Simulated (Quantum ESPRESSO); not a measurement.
## In3As: Wannier functions under several settings

```
CELL_PARAMETERS angstrom
4.67168 0.00000 0.00000
0.00000 4.67168 0.00000
0.00000 0.00000 4.67168
ATOMIC_POSITIONS crystal
In 0.50000 0.50000 0.00000
In 0.50000 0.00000 0.50000
In 0.00000 0.50000 0.50000
As 0.00000 0.00000 0.00000
```

The cell comes from a database or a generator and needn't be the stable form of this composition.

All runs used Quantum ESPRESSO 7.5; potentials PseudoDojo 0.4.1 SR PBE standard; k mesh 5 × 5 × 5; given cell; no spin polarisation; cutoff 1143 eV; occupations fermi-dirac, width 0.05 eV.

```csv
level,start,Wannier mesh,spread a function (Å²)
PBE,atomic projections with disentanglement,3 × 3 × 3,?
PBE,"atomic projections with disentanglement, not minimised",3 × 3 × 3,1.45
PBE,SCDM with an erfc weight,3 × 3 × 3,2.02
```

Task: What stands in the row left open?

Result: Spread a function 1.11 Å².

Caveats: the Wannier minimisation didn't converge (some runs).

For the row left open. Caveat: the Wannier minimisation didn't converge.
